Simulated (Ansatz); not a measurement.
**doublet SiN2H6O+ at 4 levels**

Aim: a comparison of 4 runs (UHF/3-21G, U-r2SCAN0/def2-SVP, RPA@PBE/def2-SVP, UCCSD/def2-SVP) of doublet SiN2H6O+. 

The results are computed with Ansatz 0.2.0.

86 further runs of the same task are left out: 86 set aside as unsound or not needed. Runs told in other sessions of the task aren't counted.

### 1 The molecule

SiN2H6O+: 10 atoms, total charge +1, spin state doublet. SMILES of the parent species: `N[SiH](N)O`. Geometry: relaxed at PBE0-D4/def2-TZVP. This is one conformer, not always the lowest. That shape belongs to the parent species and isn't relaxed for this state.

Bond lengths: N1–Si2 1.713 Å, Si2–N3 1.706 Å, Si2–O4 1.648 Å, N1–H5 1.007 Å, N1–H6 1.007 Å, Si2–H7 1.482 Å, N3–H8 1.007 Å, N3–H9 1.006 Å, O4–H10 0.959 Å. Some angles: N1–Si2–N3 104.7°, N1–Si2–O4 106.6°, N3–Si2–O4 119.3°, N1–Si2–H7 118.9°, N3–Si2–H7 106.1°, O4–Si2–H7 102.2°, Si2–N1–H5 119.8°, Si2–N1–H6 119.6°, Si2–N3–H8 121.6°, Si2–N3–H9 120.9°.

### 2 A single-point energy at UHF/3-21G (run 1)

Contents of molecule.yaml:

```yaml
crystal:
  periodic: [false, false, false]
  atoms:
    - {symbol: "N", position_ang: [-0.775500, 1.215500, -0.137800]}
    - {symbol: Si, position_ang: [0.492300, 0.085700, 0.087100]}
    - {symbol: N, position_ang: [-0.248600, -1.249800, 0.847400]}
    - {symbol: O, position_ang: [1.206700, -0.118300, -1.384200]}
    - {symbol: H, position_ang: [-0.620700, 2.036300, -0.700200]}
    - {symbol: H, position_ang: [-1.413200, 1.405300, 0.618200]}
    - {symbol: H, position_ang: [1.642700, 0.459500, 0.944000]}
    - {symbol: H, position_ang: [-1.123500, -1.625000, 0.519700]}
    - {symbol: H, position_ang: [0.302300, -1.942900, 1.325300]}
    - {symbol: H, position_ang: [0.620800, -0.317400, -2.116600]}
basis:
  gaussian:
    orbitals: 3-21G.json
output:
  orbitals: {seedname: orbitals}
hamiltonian:
  xc: hf
magnetization:
  spin_polarized: true
  initial_magnetization: 1
accuracy: high
total_charge: 1
```

The basis set 3-21G is read from a file made from the Basis Set Exchange's data (not shown).

Launch:

```bash
ansatz run molecule.yaml --threads 1 --pin off --max-ram 3480MiB --events-out events.jsonl --progress --plain --runs-dir runs
```

What it wrote:

```text
Warning: RAYON_NUM_THREADS=1 ignored (pool sized by the plan → 1); use --threads N
Functional definition: HF
  name "HF"
  exchange = exact_x
  correlation = 0
1242 factors; integrals over basis functions are off by at most 4.2e-9 eV
mean field evaluation 1: about -12875.4512 eV, gradient 4.0e1 eV
mean field evaluation 2: about -12875.6880 eV, gradient 4.1e1 eV
mean field evaluation 4: about -12882.1203 eV, gradient 3.2e0 eV
mean field evaluation 8: about -12882.3819 eV, gradient 9.9e-1 eV
mean field evaluation 16: about -12882.4133 eV, gradient 1.9e-8 eV
mean field evaluation 32: about -12882.3617 eV, gradient 4.5e-2 eV
mean field evaluation 64: about -12880.6609 eV, gradient 1.9e0 eV
mean field -12882.41329769 eV, -473.4199566768 hartree, gradient 1.7e-8 eV, S^2 0.759450; 1 other end points of the search recorded, 0 dependent functions left out
reference -12882.41329769 eV, -473.4199566768 hartree; 21, 20 occupied and 31, 32 virtual orbitals, 1242 factors
Total energy: -12882.41329769 eV, -473.4199566768 hartree
```

Run time: 1.8 s. Hardware: 1 thread of Arm Neoverse V1, shared host; peak memory 0.14 GiB.

### 3 The energy at U-r2SCAN0/def2-SVP (run 2)

Contents of in.yaml:

```yaml
crystal:
  periodic: [false, false, false]
  atoms:
    - {symbol: "N", position_ang: [-0.775500, 1.215500, -0.137800]}
    - {symbol: Si, position_ang: [0.492300, 0.085700, 0.087100]}
    - {symbol: "N", position_ang: [-0.248600, -1.249800, 0.847400]}
    - {symbol: O, position_ang: [1.206700, -0.118300, -1.384200]}
    - {symbol: H, position_ang: [-0.620700, 2.036300, -0.700200]}
    - {symbol: H, position_ang: [-1.413200, 1.405300, 0.618200]}
    - {symbol: H, position_ang: [1.642700, 0.459500, 0.944000]}
    - {symbol: H, position_ang: [-1.123500, -1.625000, 0.519700]}
    - {symbol: H, position_ang: [0.302300, -1.942900, 1.325300]}
    - {symbol: H, position_ang: [0.620800, -0.317400, -2.116600]}
basis:
  gaussian:
    orbitals: def2-SVP
total_charge: 1
output:
  orbitals: {seedname: orbitals}
hamiltonian:
  xc: {name: r2SCAN0}
magnetization:
  spin_polarized: true
  initial_magnetization: 1
accuracy: high
```

Launch:

```bash
ansatz run in.yaml --threads 1 --pin off --max-ram 3480MiB --events-out events.jsonl --progress --plain --runs-dir runs
```

What it wrote:

```text
Warning: RAYON_NUM_THREADS=1 ignored (pool sized by the plan → 1); use --threads N
Functional definition: r2SCAN0
  name "r2SCAN0"
  parameter a = 0.25
  parameter k0 = 0.174
  parameter k1 = 0.065
  parameter a1 = 4.9479
  exchange = (1 - a)*r2scan_x(k0 = k0, k1 = k1, a1 = a1) + a*exact_x
  correlation = r2scan_c
2072 factors; integrals over basis functions are off by at most 3.4e-9 eV
mean field evaluation 1: about -12966.0329 eV, gradient 6.9e1 eV
mean field evaluation 2: about -12949.4808 eV, gradient 9.0e1 eV
mean field evaluation 4: about -12981.8666 eV, gradient 2.5e1 eV
mean field evaluation 8: about -12984.9306 eV, gradient 1.0e0 eV
mean field evaluation 16: about -12985.1732 eV, gradient 9.2e-2 eV
mean field evaluation 32: about -12985.1732 eV, gradient 6.1e-7 eV
mean field -12985.17321689 eV, -477.1963140540 hartree, gradient 9.8e-8 eV, S^2 0.766713; 2 other end points of the search recorded, 0 dependent functions left out
reference -12985.17321846 eV, -477.1963141118 hartree; 21, 20 occupied and 69, 70 virtual orbitals, 2072 factors
Total energy: -12985.17321846 eV, -477.1963141118 hartree
```

Run time: 42 s. Hardware: 1 thread of Arm Neoverse V1, shared host; peak memory 0.58 GiB.

Run 3 isn't shown in full; the table further down has it.

### 4 A single-point energy at UCCSD/def2-SVP (run 4)

Changes to molecule.yaml since step 2:

```diff
@@ -5,3 +5,3 @@
     - {symbol: Si, position_ang: [0.492300, 0.085700, 0.087100]}
-    - {symbol: N, position_ang: [-0.248600, -1.249800, 0.847400]}
+    - {symbol: "N", position_ang: [-0.248600, -1.249800, 0.847400]}
     - {symbol: O, position_ang: [1.206700, -0.118300, -1.384200]}
@@ -15,7 +15,7 @@
   gaussian:
-    orbitals: 3-21G.json
-output:
-  orbitals: {seedname: orbitals}
-hamiltonian:
-  xc: hf
+    orbitals: def2-SVP
+accuracy: high
+correlation:
+  method: ccsd
+  frozen_orbitals: {H: 0, "N": 1, O: 1, Si: 5}
 magnetization:
@@ -23,3 +23,4 @@
   initial_magnetization: 1
-accuracy: high
 total_charge: 1
+scf:
+  omitted_lower_state_checks: [cluster_reference, increment]
```

Launch:

```bash
ansatz run molecule.yaml --threads 1 --pin off --max-ram 3480MiB --events-out events.jsonl --progress --plain --runs-dir runs
```

What it wrote, shortened:

```text
Warning: RAYON_NUM_THREADS=1 ignored (pool sized by the plan → 1); use --threads N
[... 2 set-up lines as earlier in the session ...]
[...]
2072 factors; integrals over basis functions are off by at most 3.4e-9 eV
[...]
mean field -12945.65375495 eV, -475.7440006152 hartree, gradient 1.4e-8 eV, S^2 0.760158; 4 other end points of the search recorded, 0 dependent functions left out
8 core orbitals not correlated: weight in the atoms' cores, before any rotation towards them, 1.000 or more for the frozen orbitals, at most 0.000 for the correlated occupied ones
reference -12945.65375495 eV, -475.7440006152 hartree; 13, 12 occupied and 69, 70 virtual orbitals, 2072 factors
second order -15.93359281 eV of doubles, -0.00000000 eV of singles
cycle   1  -16.58766172 eV  change   -6.5e-1 eV  update   9.0e-2
[...]
cycle  41  -17.12871754 eV  change   8.0e-10 eV  update  8.6e-10
Total energy: -12962.78247249 eV, -476.3734693745 hartree
Checks for a lower state left out: cluster_reference, increment
```

Wall time 1.8 min (1 thread of Arm Neoverse V1, shared host); peak memory 1.1 GiB.

### 5 The series

| run | level | frozen core orbitals | energy (Eh) | ⟨S²⟩ | wall time |
| --- | --- | --- | --- | --- | --- |
| 1 | UHF/3-21G | – | -473.419957 | 0.759 | 1.8 s |
| 2 | U-r2SCAN0/def2-SVP | – | -477.196314 | 0.767 | 42 s |
| 3 | RPA@PBE/def2-SVP | 8 | -476.695135 | 0.753 | 33 s |
| 4 | UCCSD/def2-SVP | 8 | -476.373469 | 0.760 | 1.8 min |

### 6 Outcome

| quantity | value |
| --- | --- |
| run 4: total energy | -476.37347 Eh |
| run 4: correlation energy (8 core orbitals frozen) | -629.5 mEh |
| run 4: ⟨S²⟩ of the reference determinant | 0.760 |
| run 4: T1 diagnostic | 0.035 |

All runs together took 3.1 min, the longest 1.8 min.
